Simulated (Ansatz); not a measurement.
# Li3Zn, space group Fm-3m: a short molecular-dynamics run

Program: Ansatz 0.2.0 through its Python package.

The cells in order, each with its output:

**Cell 1**
```python
import ansatz
import numpy as np
```

**Cell 2**
```python
lattice = ansatz.Lattice.of(
    (0.0, 3.17186, 3.17186),
    (3.17186, 0.0, 3.17186),
    (3.17186, 3.17186, 0.0),
)
sites = [
    ("Li", (0.25, 0.25, 0.25)),
    ("Li", (0.75, 0.75, 0.75)),
    ("Li", (0.5, 0.5, 0.5)),
    ("Zn", (0.0, 0.0, 0.0)),
]
crystal = ansatz.Crystal(lattice=lattice)
for symbol, position in sites:
    crystal = crystal.atom(symbol, position)

crystal.resolved().tree()["lattice"]
```
Output:
```text
((0.0, 3.17186, 3.17186), (3.17186, 0.0, 3.17186), (3.17186, 3.17186, 0.0))
```

**Cell 3**
```python
# a coarse mesh keeps each step cheap
job = (
    crystal.supercell(2, 1, 1).calculation()
    .kpoints(mesh=(2, 2, 2))
    .pseudopotentials("paw")
    .scf(tolerance=1e-09)
    .functional("r2SCAN")
    .occupations(ansatz.OccupationsMethod.GAUSSIAN, width=0.1)
    .md("npt_langevin", timestep=0.5, steps=10, temperature=300, pressure=5, initial_velocities="maxwell_boltzmann", seed=41)
)
steps = []
```

**Cell 4**
```python
def collect(event):
    if event["event"] == "md_step":
        steps.append(event["data"])
```

**Cell 5**
```python
res = job.session().plan().execute(on_event=collect)
report = res.report

type(res).__name__, type(report).__name__
```
Output:
```text
DeckWarning: md: disabling space-group detection — thermal motion breaks the input geometry's symmetry, so no spatial operation reduces the k-mesh or symmetrises the density; time reversal is kept, [...]
DeckWarning: basis.ecutwfc = 500 eV, auto-derived from the records' recommended cutoffs: set by Li (their level for a meta-GGA)
('RunOutcome', 'dict')
```

**Cell 6**
```python
report["converged"], report["free_energy_ev"]
```
Output:
```text
(True, -7883.228159748609)
```

**Cell 7**
```python
print(" step   t (fs)     E_pot (eV)   E_kin (eV)    T (K)   P (GPa)")
for s in steps[::2]:
    print(f"{s['step']:5d} {s['time_fs']:8.1f} {s['lagrangian_ev']:14.4f} {s['e_kin_ev']:12.4f} {s['temperature_k']:8.1f} {s['instantaneous_pressure_gpa']:9.3f}")
```
Output:
```text
 step   t (fs)     E_pot (eV)   E_kin (eV)    T (K)   P (GPa)
    0      0.0     -7883.2454       0.2714    262.5     0.048
    2      1.0     -7883.2442       0.2445    236.5     0.027
    4      2.0     -7883.2418       0.2348    227.0     0.039
    6      3.0     -7883.2384       0.2132    206.1     0.073
    8      4.0     -7883.2339       0.1966    190.1     0.133
   10      5.0     -7883.2281       0.1999    193.3     0.238
```

**Cell 8**
```python
temperature = np.array([s["temperature_k"] for s in steps])
print(f"mean temperature of the second half {temperature[len(steps) // 2 :].mean():.1f} K")
```
Output:
```text
mean temperature of the second half 199.3 K
```

**Cell 9**
```python
print("last positions (A) and velocities (A/fs)")
for site, xyz, vel in zip(res.lattice.sites, steps[-1]["positions_ang"], steps[-1]["velocities_ang_fs"]):
    print(f"{site.symbol:2s}", " ".join(f"{v:8.4f}" for v in xyz), " ", " ".join(f"{v:9.5f}" for v in vel))

track = np.array([s["positions_ang"] for s in steps])
names = np.array([site.symbol for site in res.lattice.sites])
for name in sorted(set(names)):
    msd = ((track[:, names == name] - track[0, names == name]) ** 2).sum(axis=2).mean(axis=1)
    print(f"mean square displacement of {name} (A^2):", np.round(msd[:: max(len(msd) // 6, 1)], 4))
```
Output:
```text
last positions (A) and velocities (A/fs)
Li   1.6006   1.5875   1.5897     0.00408  -0.00047   0.00236
Li   4.7484   4.7412   4.7048     0.00187  -0.00132  -0.00596
Li   3.1427   3.2016   3.1897    -0.00417   0.00688   0.00597
Zn  -0.0136  -0.0039  -0.0017    -0.00297  -0.00137   0.00059
Li   1.5848   4.7533   4.6827     0.00179   0.00087  -0.01000
Li   4.7456   7.9490   7.9012     0.00164   0.00877  -0.00079
Li   3.1803   6.3103   6.3456     0.00265  -0.00244   0.00392
Zn   0.0074   3.1562   3.1734     0.00157  -0.00127   0.00199
mean square displacement of Li (A^2): [0.     0.     0.0001 0.0002 0.0003 0.0005 0.0008 0.001  0.0014 0.0018
 0.0023]
mean square displacement of Zn (A^2): [0.     0.     0.     0.     0.     0.0001 0.0001 0.0001 0.0001 0.0002
 0.0003]
```

Total energies depend on the potentials; only differences at equal settings carry meaning. A total without «per atom» is that of the whole cell that was run. For a metal this k-point mesh is coarse: on a finer one energies can move by several to tens of meV an atom and pressures by half a GPa or more, differences at one mesh by less. This cell is a computed structure, which may not be the phase found in nature. Warnings are shown shortened and without file and line. A small cell, a coarse mesh and a very short run: it shows the set-up and gives no equilibrium averages. It ran for 2.3 min on 1 thread of Arm Neoverse V2, on a shared host, peak memory 0.88 GiB.
